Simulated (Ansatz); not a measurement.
Crystal: ScTaN.

```
Ta Sc N
1.0
     3.08507    0.00000    0.00000
    -1.54253    2.67175    0.00000
     0.00000    0.00000   10.34014
Ta Sc N
2 2 2
Direct
  0.33333 0.66667 0.24563
  0.66667 0.33333 0.75437
  0.00000 0.00000 0.00000
  0.00000 0.00000 0.50000
  0.33333 0.66667 0.62984
  0.66667 0.33333 0.37016
```

The cell comes from a database or a generator and needn't be the stable form of this composition.

* Program: Ansatz 0.2.0
* Task: relaxation of cell and atoms
* Functional: PBEsol
* Potentials or basis: JTH PAW
* Cutoff: 1350 eV (not typed: the program's choice for these potentials)
* k mesh: 10 × 10 × 3
* Occupations: fermi-dirac, width 0.05 eV
* Spin: no spin polarisation

At the start: volume 14.20 Å³/atom.

**Question.** Where does the relaxation end?

**Answer.** It ends after 6 steps and the volume is 13.76 Å³/atom (-3.2 %); space group P-3m1 (No. 164, to 0.05 Å).

The path:
```csv
step,energy change (eV),largest force (eV/Å),volume (Å³)
1,0.0000,0.3072,85.23
2,-0.0547,0.0509,82.90
3,-0.0559,0.0077,82.51
4,-0.0559,0.0047,82.53
5,-0.0559,0.0005,82.54
6,-0.0554,0.0005,82.54
```

Final structure:
```
Ta Sc N
1.0
     3.05456    0.00000    0.00000
    -1.52728    2.64532    0.00000
     0.00000    0.00000   10.21544
Ta Sc N
2 2 2
Cartesian
  0.0000 1.7635 2.5093
  1.5273 0.8818 7.7061
  0.0000 0.0000 0.0000
  0.0000 0.0000 5.1077
  0.0000 1.7635 6.4355
  1.5273 0.8818 3.7799
```

Caveat: the plane-wave basis is chosen anew once the cell has moved, so the energies of steps on either side of that aren't comparable.
